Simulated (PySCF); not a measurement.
**GeH3SCl (SMILES [SH][GeH2][Cl]): a chain of runs**

We compute the energy along one coordinate (CCSD(T)/STO-6G), then the energy along one coordinate (MVS/pcseg-0) of GeH3SCl. Input form: a Python script.

The calculation is run with PySCF 2.14.0.

**1. The system as given**

GeH3SCl has 6 atoms, charge 0, and is taken as a singlet. As SMILES, `[SH][GeH2][Cl]`. Geometry: relaxed at PBE0-D4/def2-TZVP. This is one conformer, not always the lowest.

Bond lengths: S1–Ge2 2.205 Å, Ge2–Cl3 2.156 Å, S1–H4 1.343 Å, Ge2–H5 1.532 Å, Ge2–H6 1.530 Å. Angles: S1–Ge2–Cl3 110.8°, S1–Ge2–H5 111.4°, S1–Ge2–H6 106.8°, Cl3–Ge2–H5 105.9°, Cl3–Ge2–H6 107.6°, Ge2–S1–H4 94.0°, H5–Ge2–H6 114.3°.

**2. An energy scan at CCSD(T)/STO-6G (run 1)**

input.py

```python
import numpy
from pyscf import gto, scf, cc
from scipy.spatial.transform import Rotation

molecule = gto.M(
    atom=[
    ('S', (-1.173700, -1.328000, -0.086900)),
    ('Ge', (0.432700, 0.138800, 0.275500)),
    ('Cl', (-0.360100, 2.143100, 0.341600)),
    ('H', (-1.332800, -0.975800, -1.373400)),
    ('H', (1.461900, 0.131100, -0.858600)),
    ('H', (1.014100, -0.173200, 1.655700)),
],
    basis='sto-6g',
    charge=0,
    verbose=3,
    cart=True,
    spin=0,
    max_memory=1860,
)

x0 = molecule.atom_coords(unit='angstrom')
axis = x0[0] - x0[1]
r0 = 72.364  # dihedral 3-2-1-4 of the start, degrees
axis /= numpy.linalg.norm(axis)
dm = None
scan, good = [], []
for r in [0, 40, 80, 120, 160]:
    xyz = x0.copy()
    xyz[[0, 3]] = Rotation.from_rotvec(axis * numpy.radians(r - r0)).apply(x0[[0, 3]] - x0[0]) + x0[0]
    molecule.set_geom_(xyz, unit='angstrom')
    mf = scf.RHF(molecule)
    mf.kernel(dm0=dm)
    dm = mf.make_rdm1()
    mycc = cc.CCSD(mf, frozen=19)
    mycc.kernel()
    e_t = mycc.ccsd_t()
    etot = mycc.e_tot + e_t
    scan.append((r, etot))
    good.append(mf.converged and mycc.converged)
    print('dihedral = %.1f deg   E = %.8f Eh   converged: %s' % (r, etot, good[-1]))

e0 = min(e for r, e in scan)
print('angle   E - Emin (kcal/mol)')
for r, e in scan:
    print('%6.3f %10.3f' % (r, (e - e0) * 627.5095))
```

On the command line:

```sh
$ OMP_NUM_THREADS=1 python input.py
```

What it wrote:

```text
converged SCF energy = -2920.40517473065
E(CCSD) = -2920.494004285973  E_corr = -0.08882955531845971
CCSD(T) correction = -0.0010565049502258
dihedral = 0.0 deg   E = -2920.49506079 Eh   converged: True
converged SCF energy = -2920.40727636269
E(CCSD) = -2920.496484324823  E_corr = -0.08920796213484312
CCSD(T) correction = -0.00109557931072267
dihedral = 40.0 deg   E = -2920.49757990 Eh   converged: True
converged SCF energy = -2920.4085375924
E(CCSD) = -2920.49810243104  E_corr = -0.08956483863799154
CCSD(T) correction = -0.00113608754425024
dihedral = 80.0 deg   E = -2920.49923852 Eh   converged: True
converged SCF energy = -2920.40632832841
E(CCSD) = -2920.495630230667  E_corr = -0.08930190225252789
CCSD(T) correction = -0.0011057631632372
dihedral = 120.0 deg   E = -2920.49673599 Eh   converged: True
converged SCF energy = -2920.40436274814
E(CCSD) = -2920.493055868293  E_corr = -0.08869312015706103
CCSD(T) correction = -0.00105278563343146
dihedral = 160.0 deg   E = -2920.49410865 Eh   converged: True
angle   E - Emin (kcal/mol)
 0.000      2.622
40.000      1.041
80.000      0.000
120.000      1.570
160.000      3.219
```

Wall time 7.5 s (1 thread of Intel Xeon 6975P-C (Granite Rapids), shared host); peak memory 0.11 GiB.

The scan, from its lowest point:

```csv
Cl3–Ge2–S1–H4 (°),energy (kJ/mol)
0.000,11.0
40.000,4.4
80.000,0.0
120.000,6.6
160.000,13.5
```

**3. The energy along one coordinate at MVS/pcseg-0 (sfX2C, COSMO methanol) (run 2)**

job.py

```python
# [SH][GeH2][Cl]
import numpy
from pyscf import gto, dft, solvent
from scipy.spatial.transform import Rotation

molecule = gto.M(
    atom=[
    ('S', (-1.173700, -1.328000, -0.086900)),
    ('Ge', (0.432700, 0.138800, 0.275500)),
    ('Cl', (-0.360100, 2.143100, 0.341600)),
    ('H', (-1.332800, -0.975800, -1.373400)),
    ('H', (1.461900, 0.131100, -0.858600)),
    ('H', (1.014100, -0.173200, 1.655700)),
],
    basis='pcseg-0',
    max_memory=1860,
    verbose=3,
)

x0 = molecule.atom_coords(unit='angstrom')
axis = x0[0] - x0[1]
r0 = 72.364  # dihedral 3-2-1-4 of the start, degrees
axis /= numpy.linalg.norm(axis)

scan, good = [], []
for r in [0, 40, 80, 120, 160]:
    xyz = x0.copy()
    xyz[[0, 3]] = Rotation.from_rotvec(axis * numpy.radians(r - r0)).apply(x0[[0, 3]] - x0[0]) + x0[0]
    molecule.set_geom_(xyz, unit='angstrom')
    myscf = dft.RKS(molecule, xc='mvs')
    myscf = myscf.sfx2c1e()
    myscf = myscf.PCM()
    myscf.with_solvent.method = 'COSMO'
    myscf.with_solvent.eps = 32.613
    myscf.kernel()
    e_tot = myscf.e_tot
    scan.append((r, e_tot))
    good.append(myscf.converged)
    print('dihedral = %.1f deg   E = %.8f Eh   converged: %s' % (r, e_tot, good[-1]))

e0 = min(e for r, e in scan)
print('angle   E - Emin (kcal/mol)')
for r, e in scan:
    print('%6.3f %10.3f' % (r, (e - e0) * 627.5095))
```

On the command line:

```sh
$ OMP_NUM_THREADS=1 python job.py
```

What it wrote:

```text
WARN: PCM is an experimental feature. It is still in testing.
Features and APIs may be changed in the future.

converged SCF energy = -2953.09874219484
dihedral = 0.0 deg   E = -2953.09874219 Eh   converged: True

WARN: PCM is an experimental feature. It is still in testing.
Features and APIs may be changed in the future.

converged SCF energy = -2953.10195028674
dihedral = 40.0 deg   E = -2953.10195029 Eh   converged: True

WARN: PCM is an experimental feature. It is still in testing.
Features and APIs may be changed in the future.

converged SCF energy = -2953.10420049435
dihedral = 80.0 deg   E = -2953.10420049 Eh   converged: True

WARN: PCM is an experimental feature. It is still in testing.
Features and APIs may be changed in the future.

converged SCF energy = -2953.1014458642
dihedral = 120.0 deg   E = -2953.10144586 Eh   converged: True

WARN: PCM is an experimental feature. It is still in testing.
Features and APIs may be changed in the future.

converged SCF energy = -2953.09783190625
dihedral = 160.0 deg   E = -2953.09783191 Eh   converged: True
angle   E - Emin (kcal/mol)
 0.000      3.425
40.000      1.412
80.000      0.000
120.000      1.729
160.000      3.996
```

Run time: 38 s. Hardware: 1 thread of Intel Xeon 6975P-C (Granite Rapids), shared host; peak memory 0.35 GiB.

The scan, from its lowest point:

```csv
Cl3–Ge2–S1–H4 (°),energy (kJ/mol)
0.000,14.3
40.000,5.9
80.000,0.0
120.000,7.2
160.000,16.7
```
